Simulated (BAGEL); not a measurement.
**CH6BNS (SMILES CB(N)S) at PBE0/def2-SVP (density fitting with qzvpp-jkfit)**

Aim: the energy change on altering one bond length of CH6BNS at PBE0/def2-SVP (density fitting with qzvpp-jkfit), from 2 runs. 

Program for the calculation: BAGEL 1.2.2.

4 further runs of the same task are left out: 1 that didn't finish, 3 set aside as unsound or not needed.

### 1 The molecule

CH6BNS has 10 atoms, charge 0, and is taken as a singlet. As SMILES, `CB(N)S`. Geometry: relaxed at PBE0-D4/def2-TZVP. This is one conformer, not always the lowest.

Bond lengths: C1–B2 1.572 Å, B2–N3 1.397 Å, B2–S4 1.828 Å, C1–H5 1.094 Å, C1–H6 1.093 Å, C1–H7 1.094 Å, N3–H8 1.005 Å, N3–H9 1.005 Å, S4–H10 1.343 Å. Some angles: C1–B2–N3 121.6°, C1–B2–S4 116.8°, N3–B2–S4 121.6°, B2–C1–H5 111.1°, B2–C1–H6 112.6°, B2–C1–H7 111.0°, B2–N3–H8 124.6°, B2–N3–H9 121.6°, B2–S4–H10 98.6°, H5–C1–H6 107.8°.

### 2 A single-point energy at PBE0/def2-SVP (density fitting with qzvpp-jkfit)

The input, dft.json:

```json
{ "bagel": [

{
  "title": "molecule",
  "basis": "svp",
  "df_basis": "qzvpp-jkfit",
  "angstrom": true,
  "geometry": [
    { "atom": "C", "xyz": [   -1.111500,    0.588600,   -0.593000 ] },
    { "atom": "B", "xyz": [    0.213000,   -0.098400,   -0.096700 ] },
    { "atom": "N", "xyz": [    0.460300,   -0.315600,    1.261000 ] },
    { "atom": "S", "xyz": [    1.413000,   -0.599800,   -1.381900 ] },
    { "atom": "H", "xyz": [   -0.893600,    1.492900,   -1.168800 ] },
    { "atom": "H", "xyz": [   -1.774100,    0.868200,    0.230100 ] },
    { "atom": "H", "xyz": [   -1.669900,   -0.074100,   -1.260900 ] },
    { "atom": "H", "xyz": [    1.288600,   -0.750600,    1.627000 ] },
    { "atom": "H", "xyz": [   -0.199100,   -0.039600,    1.968000 ] },
    { "atom": "H", "xyz": [    2.356400,   -1.123000,   -0.581800 ] }
  ]
},
{ "title": "ks", "xc_func": "pbe0", "charge": 0 },
{ "title": "print", "file": "orbitals.molden", "orbitals": true }

]}
```

On the command line:

```
$ BAGEL_NUM_THREADS=1 BAGEL dft.json > dft.out
```

The program printed:

```text
* using 1 threads per process

  ===============================================================
  ===============================================================

  *** Geometry ***

  { "atom" : "C", "xyz" : [     -2.100431,      1.112293,     -1.120608 ] },
  { "atom" : "B", "xyz" : [      0.402512,     -0.185949,     -0.182737 ] },
  { "atom" : "N", "xyz" : [      0.869841,     -0.596398,      2.382945 ] },
  { "atom" : "S", "xyz" : [      2.670183,     -1.133458,     -2.611413 ] },
  { "atom" : "H", "xyz" : [     -1.688659,      2.821172,     -2.208712 ] },
  { "atom" : "H", "xyz" : [     -3.352563,      1.640660,      0.434826 ] },
  { "atom" : "H", "xyz" : [     -3.155654,     -0.140029,     -2.382756 ] },
  { "atom" : "H", "xyz" : [      2.435101,     -1.418428,      3.074584 ] },
  { "atom" : "H", "xyz" : [     -0.376244,     -0.074833,      3.718981 ] },
  { "atom" : "H", "xyz" : [      4.452951,     -2.122162,     -1.099443 ] },

  Number of auxiliary basis functions:      463

  Since a DF basis is specified, we compute 2- and 3-index integrals:
    o Being stored without compression. Storage requirement is 0.030 GB

  Number of basis functions:       90
  Number of electrons      :       40

    * METHOD: MOLECULE                             1.32

  *** Kohn-Sham DFT ***

    * Removing 18697 points whose weight is below 1.00e-10
    * Grid points: 130363

  === Nuclear Repulsion ===
   146.4284421842

       - DIIS with orbital gradients will be used.

  === KS iteration (pbe0 / svp) ===
      0       -482.53808333          0.11235218           1.75
      1       -457.93654500          0.17169940           1.82
      2       -487.07790361          0.11557387           1.47
      3       -507.33624899          0.12093984           1.49
      4       -518.83417777          0.02322639           1.96
      5       -518.52091407          0.03166632           1.80
      6       -518.80367988          0.02311249           1.66
      7       -518.86680815          0.01956395           1.34
      8       -519.08669026          0.00416817           1.43
      9       -519.09749476          0.00117908           1.41
     10       -519.09811930          0.00027511           1.67
     11       -519.09815554          0.00006396           1.82
     12       -519.09815809          0.00001205           1.74
     13       -519.09815814          0.00000929           1.62
     14       -519.09815818          0.00000088           1.71
     15       -519.09815818          0.00000062           1.46
     16       -519.09815818          0.00000019           1.52
     17       -519.09815818          0.00000006           1.46
     18       -519.09815818          0.00000002           1.77
     19       -519.09815818          0.00000001           1.47
    * SCF iteration converged.

    * Permanent dipole moment:
           (    0.005801,     0.074899,    -1.083602) a.u.

    * METHOD: KS                                  36.07

    * METHOD: PRINT                                0.02

  ===============================================================
```

Wall time 39 s (1 thread of Intel Xeon at 2.50GHz (Skylake/Cascade Lake), shared host); peak memory 0.52 GiB.

### 3 The distorted shape

The input, dft.json:

```json
{ "bagel" : [

{
  "title" : "molecule",
  "basis" : "svp",
  "df_basis" : "qzvpp-jkfit",
  "angstrom" : true,
  "geometry" : [
    { "atom" : "C", "xyz" : [      -0.944001,       0.787386,      -0.392655 ] },
    { "atom" : "B", "xyz" : [       0.380499,       0.100386,       0.103645 ] },
    { "atom" : "N", "xyz" : [       0.627799,      -0.116814,       1.461345 ] },
    { "atom" : "S", "xyz" : [       1.580499,      -0.401014,      -1.181555 ] },
    { "atom" : "H", "xyz" : [      -0.726101,       1.691686,      -0.968455 ] },
    { "atom" : "H", "xyz" : [      -1.606601,       1.066986,       0.430445 ] },
    { "atom" : "H", "xyz" : [      -1.669900,      -0.074100,      -1.260900 ] },
    { "atom" : "H", "xyz" : [       1.456099,      -0.551814,       1.827345 ] },
    { "atom" : "H", "xyz" : [      -0.031601,       0.159186,       2.168345 ] },
    { "atom" : "H", "xyz" : [       2.523899,      -0.924214,      -0.381455 ] }
  ]
},

{
  "title" : "ks",
  "xc_func" : "pbe0"
},

{
  "title" : "print",
  "file" : "orbitals.molden",
  "orbitals" : true
}

]}
```

On the command line:

```
$ BAGEL_NUM_THREADS=1 BAGEL dft.json > dft.out
```

The program printed:

```text
* using 1 threads per process

  ===============================================================
  ===============================================================

  *** Geometry ***

  { "atom" : "C", "xyz" : [     -1.783903,      1.487944,     -0.742010 ] },
  { "atom" : "B", "xyz" : [      0.719039,      0.189702,      0.195861 ] },
  { "atom" : "N", "xyz" : [      1.186368,     -0.220746,      2.761542 ] },
  { "atom" : "S", "xyz" : [      2.986710,     -0.757807,     -2.232815 ] },
  { "atom" : "H", "xyz" : [     -1.372132,      3.196823,     -1.830115 ] },
  { "atom" : "H", "xyz" : [     -3.036036,      2.016311,      0.813423 ] },
  { "atom" : "H", "xyz" : [     -3.155654,     -0.140029,     -2.382756 ] },
  { "atom" : "H", "xyz" : [      2.751628,     -1.042777,      3.453182 ] },
  { "atom" : "H", "xyz" : [     -0.059717,      0.300818,      4.097578 ] },
  { "atom" : "H", "xyz" : [      4.769478,     -1.746511,     -0.720845 ] },

  Number of auxiliary basis functions:      463

  Since a DF basis is specified, we compute 2- and 3-index integrals:
    o Being stored without compression. Storage requirement is 0.030 GB

  Number of basis functions:       90
  Number of electrons      :       40

    * METHOD: MOLECULE                             1.60

  *** Kohn-Sham DFT ***

    * Removing 18301 points whose weight is below 1.00e-10
    * Grid points: 130759

  === Nuclear Repulsion ===
   145.3396107862

       - DIIS with orbital gradients will be used.

  === KS iteration (pbe0 / svp) ===
      0       -482.67474553          0.11116287           2.32
      1       -459.37279129          0.16735395           1.81
      2       -487.60588165          0.11525503           1.07
      3       -509.07991256          0.10863257           1.73
      4       -518.81436139          0.02181262           2.19
      5       -518.59978832          0.02817177           1.62
      6       -518.89411315          0.01718125           1.96
      7       -518.93951732          0.01408508           2.09
      8       -519.05612663          0.00314005           2.09
      9       -519.06180705          0.00072519           1.87
     10       -519.06206391          0.00013682           2.48
     11       -519.06207208          0.00003251           2.13
     12       -519.06207252          0.00001323           1.93
     13       -519.06207258          0.00000718           2.41
     14       -519.06207261          0.00000180           2.12
     15       -519.06207261          0.00000048           2.09
     16       -519.06207261          0.00000020           2.67
     17       -519.06207261          0.00000003           1.81
     18       -519.06207261          0.00000001           2.00
     19       -519.06207261          0.00000001           2.43
    * SCF iteration converged.

    * Permanent dipole moment:
           (   -0.039931,     0.035590,    -1.136508) a.u.

    * METHOD: KS                                  44.87

    * METHOD: PRINT                                0.02

  ===============================================================
```

It took 48 s on 1 thread of Intel Xeon at 2.50GHz (Skylake/Cascade Lake), shared host; peak memory 0.52 GiB.

### 4 Results

At PBE0/def2-SVP (density fitting with qzvpp-jkfit):

| quantity | value |
| --- | --- |
| first shape: total energy | -519.09816 Eh |
| first shape: dipole moment | 2.76 D |
| first shape: HOMO energy | -6.85 eV |
| first shape: LUMO energy | 1.14 eV |
| first shape: HOMO–LUMO gap | 7.98 eV |
| distorted shape: total energy | -519.06207 Eh |
| distorted shape: dipole moment | 2.89 D |
| distorted shape: HOMO energy | -6.85 eV |
| distorted shape: LUMO energy | 0.62 eV |
| distorted shape: HOMO–LUMO gap | 7.47 eV |
| energy change with the C1–H7 bond stretched from 1.094 to 1.422 Å | 0.982 eV |

In words: With the C1–H7 bond stretched from 1.094 to 1.422 Å the energy rises by 0.98 eV (22.6 kcal/mol). The first shape isn't relaxed at this level, so the change isn't measured from a minimum.
